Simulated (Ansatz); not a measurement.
Si, space group I4/mmm: an all-electron equation of state, run with Ansatz 0.2.0 through its Python package.

`run_eos_lapw.py`:
```python
"""E(V) of Si on LAPW."""

import warnings

import ansatz as az
from ase.eos import EquationOfState
from ase.units import GPa
import numpy as np

VECTORS = np.array([
    [-1.62691, 1.62691, 1.32033],
    [1.62691, -1.62691, 1.32033],
    [1.62691, 1.62691, -1.32033],
])
SITES = [
    ("Si", (0.0, 0.0, 0.0)),
]


def crystal_on(cell):
    crystal = az.Crystal(lattice=az.Lattice.of(cell))
    for symbol, position in SITES:
        crystal = crystal.atom(symbol, position)
    return crystal

warnings.simplefilter("ignore", az.DeckWarning)

volumes, energies = [], []
for scale in np.linspace(0.94, 1.06, 7):
    cell = VECTORS * scale ** (1 / 3)
    base = crystal_on(cell).calculation()
    base = base.functional(az.Functional.LDA).scf(tolerance=1e-09, max_iterations=100)
    base = base.occupations("cold", width=150 * az.meV)
    base = base.kpoints(14, 14, 14).pseudopotentials("all_electron", lapw=True, relativity="scalar")
    r = base.run().report
    volumes.append(abs(np.linalg.det(cell)) / len(SITES))
    energies.append(r["free_energy_ev"] / len(SITES))
    print(f"{scale:.3f} {volumes[-1]:9.4f} A^3/atom {energies[-1]:16.5f} eV/atom  (estimated basis error {1000 * r['lapw_basis_errors']['total_ev_per_atom']:.2f} meV/atom)")
v0, e0, bulk = EquationOfState(volumes, energies, eos="birchmurnaghan").fit()
print(f"V0 = {v0:.4f} A^3/atom, B0 = {bulk / GPa:.1f} GPa")
```

Its results, one of them left out:

| V (Å³/atom) | F less the lowest row shown (meV/atom) |
| --- | --- |
| 13.140 | 13.86 |
| 13.420 | 4.77 |
| 13.699 | 0.00 |
| 13.979 | ? |
| 14.258 | 1.36 |
| 14.538 | 6.49 |
| 14.818 | 14.10 |

What is the missing energy at 13.979 Å³ an atom?

A third-order Birch-Murnaghan fit, E = E0 + (9 V0 B0 / 16) [(t - 1)³ B' + (t - 1)² (6 - 4t)] with t = (V0/V)^(2/3), through the 6 rows shown gives V0 = 13.916 Å³, B0 = 96.4 GPa, B' = 6.09 and E0 = -1.04 meV. At V = 13.979 Å³, t = 0.99700, and the fit interpolates to -0.96 meV. The run gave -0.97 meV, a miss of 0.01 meV.

Notes:
- These settings explore the input space; cutoff and mesh may be short of convergence.
- Shape and fractional positions are held along the curve, so the bulk modulus is an upper value where they are free to relax, by a factor of two or more in layered or hydrogen-bonded cells.
- This isn't the structure that Si takes at ambient conditions.
- Hardware and time: 36 s on 1 thread of Arm Neoverse V1, with other jobs on the host, peak memory 0.35 GiB.
